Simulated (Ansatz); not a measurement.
Here is an Ansatz 0.2.0 calculation.

Contents of input.yaml:

```yaml
crystal:
  lattice:
    - [-1.8367805, 1.8367805, 3.574671]
    - [1.8367805, -1.8367805, 3.574671]
    - [1.8367805, 1.8367805, -3.574671]
  atoms:
    - { symbol: Cu, position: [0.5, 0.5, 0.0], spin: 0.6 }
    - { symbol: Ni, position: [0.25, 0.75, 0.5], spin: 1.0 }
    - { symbol: Ni, position: [0.75, 0.25, 0.5], spin: 1.0 }
    - { symbol: Ti, position: [0.0, 0.0, 0.0], spin: 1.0 }
kpoints:
  mp_grid: { grid: [10, 10, 10] }
  band_path:
    path:
      - [0.0, 0.0, 0.0]
      - [0.0, 0.0, 0.5]
      - [-0.1320116838, 0.1320116838, 0.5]
      - [-0.3160058419, 0.3160058419, 0.3160058419]
      - [0.0, 0.0, 0.0]
      - [0.5, 0.5, -0.5]
      - [0.3160058419, 0.6839941581, -0.3160058419]
      - [0.0, 0.5, 0.0]
    npoints: 6
scf:
  occupations: { method: fermi_dirac, width: 0.05 }
hamiltonian:
  xc: lda
  pseudopotentials: { kind: all_electron, lapw: { basis_error: 0.002 } }
magnetization:
  spin_polarized: true
output:
  forces: true
  stress: true
  eigenvalues: true
```

Potentials or basis: all-electron LAPW, scalar-relativistic.

Run with:

```bash
$ ansatz run input.yaml --threads 4 --pin off --max-ram 12288MiB --backend cpu --events-out ev --progress --plain --runs-dir out
```

Problem. Predict the net moment.

Solution. 0.00 μB per cell.

Problem. Predict the absolute moment.

Solution. 0.00 μB per cell.

Stress tensor (GPa, compression positive):
```
-12.79   0.00   0.00
  0.00 -12.79   0.00
  0.00   0.00 -13.52
```

Caveat: the starting moments weren't kept.
